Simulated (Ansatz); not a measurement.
# AlGaH (doublet): from Hartree-Fock to the top rungs at distance Al1–H3 = 1.818 Å, 6-31G

How much of the correlation energy of AlGaH (doublet) does each wave-function method recover here?

Program: Ansatz 0.2.0, Gaussian basis. Level of theory: 6-31G, core rule «outside noble gas», up to 19 orbitals frozen. These are calculated values, not measurements.

Plan: UHF; CCSD(T) on ROHF; CCSD(T) on UHF; BCCD(T) on ROHF; CISD; CCSDT(Q) on ROHF; CCSDT(Q) on UHF; CASSCF and MRCISD+Q, 3 electrons in 3 orbitals; CASSCF and NEVPT2, 3 electrons in 3 orbitals; CASSCF and MRCISD+Q, 7 electrons in 9 orbitals; CASSCF and NEVPT2, 7 electrons in 9 orbitals; Full CI.

21 further runs of the same task are left out: 2 for a known fault of the program, 15 that didn't finish, 4 set aside as unsound or not needed.

**1. The system**

The geometry derives from a PBE0/def2-TZVP stationary point (not a proven minimum). One bond is set to the value named and the two fragments are kept rigid. No spin-orbit coupling is included. The filled d shell of Ga may be among the frozen orbitals whatever the setting's name suggests; the logs give the count.

3 atoms, charge 0, spin multiplicity 2.

Atoms are counted from 1 here; the program's logs count them from 0.

Bond lengths: Al1–Ga2 2.671 Å, Al1–H3 1.818 Å. Angles: Ga2–Al1–H3 180.0°.

Geometry (Å):

```
atom   x (Å)   y (Å)    z (Å)
 Al1  0.0000  0.0000   0.2842
 Ga2  0.0000  0.0000  -2.3863
  H3  0.0000  0.0000   2.1022
```

**2. UHF**

The input, in.yaml:

```yaml
crystal:
  periodic: [false, false, false]
  atoms:
    - {symbol: Al, position_ang: [0.000000, 0.000000, 0.284167]}
    - {symbol: Ga, position_ang: [0.000000, 0.000000, -2.386333]}
    - {symbol: H, position_ang: [0.000000, 0.000000, 2.102167]}
basis:
  gaussian: {orbitals: 6-31G}
magnetization: {spin_polarized: true, initial_magnetization: 1}
hamiltonian: {xc: hf}
output: {orbitals: {seedname: orbitals}}
```

Launch:

```console
> ansatz run in.yaml --threads 1 --pin off --events-out ev --progress --plain --max-ram 2393MiB
```

After this run come: CCSD(T) on ROHF; CCSD(T) on UHF; BCCD(T) on ROHF; CISD; CCSDT(Q) on ROHF; CCSDT(Q) on UHF; CASSCF and MRCISD+Q, 3 electrons in 3 orbitals; CASSCF and NEVPT2, 3 electrons in 3 orbitals; CASSCF and MRCISD+Q, 7 electrons in 9 orbitals; CASSCF and NEVPT2, 7 electrons in 9 orbitals; Full CI.

**Question.** What will the summary of the whole plan be? Wanted: FCI below the RHF energy; RMP2 from FCI; UMP2 from FCI; RCCSD from FCI; RCCSD(T) from FCI; UCCSD(T) from FCI; RCCSDT(Q) from FCI; UCCSDT(Q) from FCI; NEVPT2 pair from FCI.

The runs gave:

```
                         quantity                                                                                                value
         FCI below the RHF energy                                                                                           -2.4092 eV
                    RMP2 from FCI                                                                                           +832.8 meV
                    UMP2 from FCI                                                                                           +832.6 meV
                   RCCSD from FCI                                                                                            +93.3 meV
                RCCSD(T) from FCI                                                                                            +32.4 meV
                UCCSD(T) from FCI                                                                                            +32.7 meV
               RCCSDT(Q) from FCI                                                                                             +1.3 meV
               UCCSDT(Q) from FCI                                                                                             +1.2 meV
             NEVPT2 pair from FCI                                                                                           +733.7 meV
          NEVPT2 valence from FCI                                                                                           +159.1 meV
        MRCISD+Q valence from FCI                                                                                             +3.0 meV
levels within 1 kcal/mol (43 meV)  RCCSD(T), UCCSD(T), BCCD(T), RCCSDT, UCCSDT, RCCSDT(Q), UCCSDT(Q), MRCISD valence, MRCISD+Q valence
                    T1 diagnostic                                                                                                0.021
   effectively unpaired electrons                                                                                                 1.12
```

**Reading.** RCCSD(T) misses by +32.4 meV, 1.3 % of the correlation energy. One determinant dominates. Of the multireference levels listed MRCISD+Q valence comes nearest in total energy (+3.0 meV), which doesn't show that its space is the better one. These misses are within one basis, not against nature; the frozen cores of restricted and unrestricted runs differ, which can shift their rows.
